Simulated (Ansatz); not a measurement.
# W (Tungsten): how the settings move a relaxation

Question: which choices in the input matter for W (Tungsten)?

Method: reference: DFT, LDA, PAW with Ansatz's default frozen-core files, scalar-relativistic; relaxation of cell and atoms, in Ansatz 0.2.0.

1 further run of the same task is left out (it didn't finish). Runs told in other sessions of the task aren't counted.

### 1 The starting structure

It takes space group Im-3m (No. 229, cubic). Conventional cell: a = 3.165 Å, b = 3.165 Å, c = 3.165 Å, α = 90.00°, β = 90.00°, γ = 90.00°. Around W (site symmetry m-3m) lie 8 W at 2.74 Å.

Structure file:

```cif
data_structure
_symmetry_space_group_name_H-M 'P 1'
_symmetry_Int_Tables_number 1
_cell_length_a 2.7407
_cell_length_b 2.7407
_cell_length_c 2.7407
_cell_angle_alpha 109.471
_cell_angle_beta 109.471
_cell_angle_gamma 109.471
_cell_volume 15.85
loop_
_atom_site_label
_atom_site_type_symbol
_atom_site_fract_x
_atom_site_fract_y
_atom_site_fract_z
_atom_site_occupancy
W1 W 0.00000 0.00000 0.00000 1
```

### 2 Baseline

input.yaml

```yaml
crystal:
  lattice:
    - [-1.582345, 1.582345, 1.582345]
    - [1.582345, -1.582345, 1.582345]
    - [1.582345, 1.582345, -1.582345]
  atoms:
    - { symbol: W, position: [0.0, 0.0, 0.0] }
kpoints:
  mp_grid: { grid: [22, 22, 22] }
scf:
  occupations: { method: fermi_dirac, width: 0.08 }
hamiltonian:
  xc: lda
  pseudopotentials: { kind: paw }
relax:
  f_tol: 0.002
  max_steps: 80
  cell: {}
output:
  forces: true
  stress: true
  write_density: true
  write_potential: true
  elf: true
  volumetric_format: npy
```

Launch:

```console
> ansatz run input.yaml --threads 1 --pin off --max-ram 2560MiB --backend cpu --events-out ev --progress --plain --runs-dir out
```

### 3 Changing settings: preconditioner none, dispersion d3bj

Changes to input.yaml since step 2:

```diff
@@ -11,2 +11,3 @@
   occupations: { method: fermi_dirac, width: 0.08 }
+  mixing: { preconditioner: none }
 hamiltonian:
@@ -14,2 +15,3 @@
   pseudopotentials: { kind: paw }
+  dispersion: d3bj
 relax:
```

Before running it: what results should come out? Wanted: for each run, ending; energy change; pressure; gap; force.

**Answer**, as computed:

| run | ending | energy change | pressure (GPa) | gap (eV) | force (eV/Å) | cycles | time |
| --- | --- | --- | --- | --- | --- | --- | --- |
| reference | converged | 0 | 0.0 | 0.00 | 0.00 | 23 | 7.2 s |
| 1: preconditioner none, dispersion d3bj | converged | -724.6 meV/atom (offset of the dispersion model) | 0.0 | 0.00 | 0.00 | 26 | 7.6 s |

What this shows: Changing the mixing and dispersion term moves the energy by -724.6 meV/atom, and the final volume goes from 15.41 to 15.06 Å³. Mixing only sets the path, so the shift comes from the other change. The dispersion term adds attraction between atoms. Cost: 26 SCF cycles against 23.
